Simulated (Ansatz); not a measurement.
# CH5AlO2 (SMILES C[Al](O)O): HF/3-21G

Aim: the electronic atomisation energy of CH5AlO2 at HF/3-21G, from 5 runs. 

The results are computed with Ansatz 0.2.0.

## 1. The molecule

CH5AlO2: 9 atoms, total charge 0, spin state singlet. SMILES: `C[Al](O)O`. Geometry: relaxed at PBE0-D4/def2-TZVP. This is one conformer, not always the lowest.

Bond lengths: C1–Al2 1.933 Å, Al2–O3 1.698 Å, Al2–O4 1.698 Å, C1–H5 1.093 Å, C1–H6 1.092 Å, C1–H7 1.094 Å, O3–H8 0.954 Å, O4–H9 0.955 Å. Some angles: C1–Al2–O3 118.6°, C1–Al2–O4 119.1°, O3–Al2–O4 122.3°, Al2–C1–H5 111.1°, Al2–C1–H6 111.7°, Al2–C1–H7 110.8°, Al2–O3–H8 125.6°, Al2–O4–H9 125.4°, H5–C1–H6 108.4°, H5–C1–H7 106.8°.

## 2. The energy at HF/3-21G

Input file run.yaml:

```yaml
basis:
  gaussian:
    orbitals: 3-21G.json
crystal:
  periodic: [false, false, false]
  atoms:
    - {symbol: C, position_ang: [-0.025110, 1.109820, -1.034090]}
    - {symbol: Al, position_ang: [-0.001290, -0.302910, 0.285630]}
    - {symbol: O, position_ang: [0.957740, -1.672870, -0.006720]}
    - {symbol: O, position_ang: [-0.933740, -0.131550, 1.694140]}
    - {symbol: H, position_ang: [-0.226970, 0.712350, -2.032300]}
    - {symbol: H, position_ang: [-0.780650, 1.863510, -0.803740]}
    - {symbol: H, position_ang: [0.945840, 1.611200, -1.084700]}
    - {symbol: H, position_ang: [1.048330, -2.422320, 0.577320]}
    - {symbol: H, position_ang: [-0.984140, -0.767250, 2.404460]}
output: {orbitals: {seedname: orbitals}}
hamiltonian:
  xc: hf
accuracy: high
```

The basis set 3-21G is read from a file made from the Basis Set Exchange's data (not shown).

The run is started by

```bash
$ ansatz run run.yaml --threads 1 --pin off --max-ram 3480MiB --events-out events.jsonl --progress --plain --runs-dir runs
```

Output:

```text
Warning: RAYON_NUM_THREADS=1 ignored (pool sized by the plan → 1); use --threads N
Functional definition: HF
  name "HF"
  exchange = exact_x
  correlation = 0
1101 factors; integrals over basis functions are off by at most 1.2e-8 eV
mean field evaluation 1: about -11701.2763 eV, gradient 4.8e1 eV
mean field evaluation 2: about -11701.4486 eV, gradient 4.9e1 eV
mean field evaluation 4: about -11705.5627 eV, gradient 1.9e0 eV
mean field evaluation 8: about -11705.6038 eV, gradient 1.4e-1 eV
mean field evaluation 16: about -11705.6039 eV, gradient 4.1e-8 eV
mean field -11705.60388853 eV, -430.1730085603 hartree, gradient 4.1e-8 eV, S^2 0.000000; 0 other end points of the search recorded, 0 dependent functions left out
reference -11705.60388853 eV, -430.1730085603 hartree; 20, 20 occupied and 30, 30 virtual orbitals, 1101 factors
Total energy: -11705.60388853 eV, -430.1730085603 hartree
```

Run time: 0.44 s. Hardware: 1 thread of AMD EPYC 9R14 (Zen 4), shared host; peak memory 0.12 GiB.

## 3. The Al atom

Input file input.yaml:

```yaml
crystal:
  periodic: [false, false, false]
  atoms:
    - {symbol: Al, position_ang: [0.000000, 0.000000, 0.000000]}
basis:
  gaussian:
    orbitals: 3-21G.json
magnetization:
  spin_polarized: true
  initial_magnetization: 1
hamiltonian:
  xc: hf
accuracy: high
```

The basis set 3-21G is read from a file made from the Basis Set Exchange's data (not shown).

Run the same way, it converges to -240.55105 Eh (log not shown).

## 4. The C atom

Input file job.yaml:

```yaml
crystal:
  periodic: [false, false, false]
  atoms:
    - {symbol: C, position_ang: [0.000000, 0.000000, 0.000000]}
basis:
  gaussian:
    orbitals: 3-21G.json
magnetization:
  spin_polarized: true
  initial_magnetization: 2
hamiltonian:
  xc: hf
accuracy: high
```

The basis set 3-21G is read from a file made from the Basis Set Exchange's data (not shown).

Run the same way, it converges to -37.48107 Eh (log not shown).

## 5. The H atom

Input file job.yaml:

```yaml
crystal:
  periodic: [false, false, false]
  atoms:
    - symbol: H
      position_ang: [0.000000, 0.000000, 0.000000]
basis:
  gaussian:
    orbitals: 3-21G.json
magnetization:
  spin_polarized: true
  initial_magnetization: 1
hamiltonian:
  xc: hf
accuracy: high
```

The basis set 3-21G is read from a file made from the Basis Set Exchange's data (not shown).

Run the same way, it converges to -0.49620 Eh (log not shown).

## 6. The O atom, same level

Input file molecule.yaml:

```yaml
crystal:
  periodic: [false, false, false]
  atoms:
    - symbol: O
      position_ang: [0.000000, 0.000000, 0.000000]
basis:
  gaussian: {orbitals: 3-21G.json}
hamiltonian: {xc: hf}
magnetization: {spin_polarized: true, initial_magnetization: 2}
accuracy: high
```

The basis set 3-21G is read from a file made from the Basis Set Exchange's data (not shown).

The run is started by

```bash
$ ansatz run molecule.yaml --threads 1 --pin off --max-ram 3480MiB --events-out events.jsonl --progress --plain --runs-dir runs
```

Output:

```text
Warning: RAYON_NUM_THREADS=1 ignored (pool sized by the plan → 1); use --threads N
[... 4 set-up lines as earlier in the session ...]
42 factors; integrals over basis functions are off by at most 2.9e-9 eV
mean field evaluation 1: about -2024.2447 eV, gradient 5.2e0 eV
mean field evaluation 2: about -2024.2456 eV, gradient 5.2e0 eV
mean field evaluation 4: about -2024.3533 eV, gradient 4.5e-1 eV
mean field evaluation 8: about -2024.3545 eV, gradient 8.4e-7 eV
mean field evaluation 16: about -2024.3543 eV, gradient 2.2e-1 eV
mean field -2024.35454065 eV, -74.3936572123 hartree, gradient 1.5e-8 eV, S^2 2.001100; 0 other end points of the search recorded, 0 dependent functions left out
reference -2024.35454065 eV, -74.3936572123 hartree; 5, 3 occupied and 4, 6 virtual orbitals, 42 factors
Total energy: -2024.35454065 eV, -74.3936572123 hartree
```

Wall time 0.06 s (1 thread of AMD EPYC 9R14 (Zen 4), shared host).

## 7. Summary of results

Level: HF/3-21G.

| quantity | value |
| --- | --- |
| molecule: total energy | -430.17301 Eh |
| molecule: HOMO energy | -11.60 eV |
| molecule: LUMO energy | 3.52 eV |
| molecule: HOMO–LUMO gap | 15.11 eV |
| Al atom: total energy | -240.55105 Eh |
| Al atom: ⟨S²⟩ | 0.750 |
| C atom: total energy | -37.48107 Eh |
| C atom: ⟨S²⟩ | 2.001 |
| H atom: total energy | -0.49620 Eh |
| H atom: ⟨S²⟩ | 0.750 |
| O atom: total energy | -74.39366 Eh |
| O atom: ⟨S²⟩ | 2.001 |
| electronic atomisation energy | 23.744 eV |

In words: Taking the molecule apart into free atoms costs 23.74 eV (2291 kJ/mol), before zero-point energy and without spin-orbit coupling. Hartree–Fock lacks the correlation of the bonding pairs, which as a rule makes this value much too low; in minimal bases other errors can mask that. The basis has no polarisation functions, which makes bonds too weak.
